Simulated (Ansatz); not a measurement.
# Ta2H: the cost of one run

Program: Ansatz 0.2.0 through its Python package. Level of theory: DFT PBEsol, plane waves, PAW. These are calculated values, not measurements.

## 1. The structure

Ta2H C222: Symmetry: C222, No. 21, orthorhombic system. Conventional cell: a = 3.441 Å, b = 4.743 Å, c = 4.759 Å, α = 90.00°, β = 90.00°, γ = 90.00°. Ta (site symmetry 2) is surrounded by 2 H at 1.93 Å. Around H (site symmetry 222) lie 4 Ta at 1.93 Å.

Ta2H P-4m2: It takes space group P-4m2 (No. 115, tetragonal). Conventional cell: a = 3.372 Å, b = 3.372 Å, c = 3.410 Å, α = 90.00°, β = 90.00°, γ = 90.00°. Ta (site symmetry 2mm) has 2 H at 1.90 Å as nearest neighbours. H (site symmetry -4m2) has 4 Ta at 1.90 Å as nearest neighbours.

The script holds or builds the structure itself.

## 2. The script

The input, polymorphs_ta2h.py:

```python
"""Which structure of Ta2H is lowest in energy, at the given cells."""

import warnings

import ansatz
import numpy as np
import spglib

PHASES = {
    "C222": (
        [(1.720495, -2.371469, 0.0), (1.720495, 2.371469, 0.0), (0.0, 0.0, 4.758569)],
        [
            ("Ta", (0.0, 0.5, 0.26457)),
            ("Ta", (0.5, 0.0, 0.73543)),
            ("H", (0.0, 0.0, 0.0)),
        ],
    ),
    "P-4m2": (
        [(3.372436, 0.0, 0.0), (0.0, 3.372436, 0.0), (0.0, 0.0, 3.410112)],
        [
            ("Ta", (0.5, 0.0, 0.741323)),
            ("Ta", (0.0, 0.5, 0.258677)),
            ("H", (0.0, 0.0, 0.0)),
        ],
    ),
}


def build(vectors, sites):
    crystal = ansatz.Crystal(lattice=ansatz.Lattice.of(vectors))
    for symbol, position in sites:
        crystal = crystal.atom(symbol, position)
    return crystal


def run_phase(name, crystal):
    calc = (
        crystal.calculation()
        .functional(ansatz.Functional.PBESOL)
        .basis(500)
        .kpoints(spacing=0.33)
        .occupations("cold", width=0.1)
        .stress()
        .band_table()
    )
    return calc.run(threads=1, pin="off")


def pressure_gpa(outcome):
    return float(np.trace(outcome.report["stress_gpa"]) / 3)


def space_group(outcome):
    sites = outcome.report["lattice"]["sites"]
    kinds = sorted({site["symbol"] for site in sites})
    cell = (outcome.lattice.cell_ang, [site["position_frac"] for site in sites], [kinds.index(site["symbol"]) for site in sites])
    return spglib.get_spacegroup(cell, symprec=0.01)


def volume_per_atom(outcome):
    return abs(np.linalg.det(outcome.lattice.cell_ang)) / len(outcome.lattice.sites)

warnings.simplefilter("ignore")

phases = {name: build(*cell) for name, cell in PHASES.items()}

done = {name: run_phase(name, crystal) for name, crystal in phases.items()}

energy = {name: o.report["energy_sigma0_ev"] / len(o.lattice.sites) for name, o in done.items()}
lowest = min(energy.values())
rows = [(name, len(o.lattice.sites), 1000 * (energy[name] - lowest), pressure_gpa(o), space_group(o), volume_per_atom(o)) for name, o in done.items()]
rows.sort(key=lambda row: row[2])
print("| phase | atoms | dE (meV/atom) | P (GPa) | space group | V (A^3/atom) |")
print("| --- | --- | --- | --- | --- | --- |")
for row in rows:
    print(f"| {row[0]} | {row[1]:d} | {row[2]:.1f} | {row[3]:.2f} | {row[4]} | {row[5]:.3f} |")
print("lowest in energy:", rows[0][0])
```

## 3. The run

Started as:

```
$ python polymorphs_ta2h.py
```

What time and memory should one allow on 1 thread of Arm Neoverse V1, shared host?

About 8.1 s, with a peak of 0.4 GiB.
